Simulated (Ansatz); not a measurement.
# CH3F2InS: basis-set convergence

One table from this session's results is given with a row withheld; the runs are named, their logs left out.

Program: Ansatz 0.2.0, Gaussian basis. Level of theory: one geometry, several basis sets. These are calculated values, not measurements.

The runs, in order: PBE0-D4/def2-SVP; ωB97M-V/def2-SVP; PBE0-D4/def2-QZVPP; ωB97M-V/def2-QZVPP; the functionals' def2-TZVPP values are taken from earlier runs.

**The relaxed structure**

An earlier PBE0-D4 in a triple-zeta def2 set relaxation fixed the geometry. In takes the def2 core potential; no spin-orbit term is included.

8 atoms, charge 0, spin multiplicity 1.

Atoms are counted from 1 here; the program's logs count them from 0.

Bond lengths: C1–S2 1.824 Å, C1–H6 1.088 Å, C1–H7 1.090 Å, C1–H8 1.088 Å, S2–In3 2.338 Å, In3–F4 1.942 Å, In3–F5 1.931 Å. Angles: S2–C1–H6 111.6°, S2–C1–H7 105.2°, S2–C1–H8 111.7°, H6–C1–H7 109.0°, H6–C1–H8 110.1°, H7–C1–H8 109.0°, C1–S2–In3 100.6°, S2–In3–F4 120.2°, S2–In3–F5 128.6°, F4–In3–F5 111.2°.

The first run:

The input, in.yaml:

```yaml
crystal:
  periodic: [false, false, false]
  atoms:
    - {symbol: C, position_ang: [-0.473918, -0.628520, 1.253422]}
    - {symbol: S, position_ang: [0.670333, 0.764958, 0.979351]}
    - {symbol: In, position_ang: [0.669130, 0.868821, -1.356461]}
    - {symbol: F, position_ang: [-0.403573, -0.378200, -2.388270]}
    - {symbol: F, position_ang: [1.631899, 2.081225, -2.509965]}
    - {symbol: H, position_ang: [-1.469636, -0.410909, 0.873144]}
    - {symbol: H, position_ang: [-0.525533, -0.747669, 2.335807]}
    - {symbol: H, position_ang: [-0.098701, -1.549696, 0.812973]}
basis:
  gaussian: {orbitals: def2-SVP}
hamiltonian: {xc: pbe0, dispersion: d4}
output: {orbitals: {seedname: orbitals}}
```

Started as:

```bash
> ansatz run in.yaml --threads 4 --pin off --events-out ev --progress --plain --max-ram 10444MiB
```

Steps of the session up to this table: PBE0-D4 in def2-SVP; ωB97M-V in def2-SVP; PBE0-D4 in def2-QZVPP; ωB97M-V in def2-QZVPP.

One of the session's tables, all rows but one given; the rest of the session is left out.

It belongs to the step «Density functionals: the series». 

| functional | basis | HOMO (eV) | LUMO (eV) |
| --- | --- | --- | --- |
| PBE0-D4 | def2-SVP | ? | ? |
| PBE0-D4 | def2-TZVPP | -7.84 | -2.44 |
| PBE0-D4 | def2-QZVPP | -7.86 | -2.48 |
| ωB97M-V | def2-SVP | -9.89 | -0.27 |
| ωB97M-V | def2-TZVPP | -10.02 | -0.51 |
| ωB97M-V | def2-QZVPP | -10.05 | -0.66 |

**Question.** Estimate the row for PBE0-D4, def2-SVP.

The run gave: HOMO (eV): -7.75; LUMO (eV): -2.28. In the column «HOMO (eV)» it is the highest.
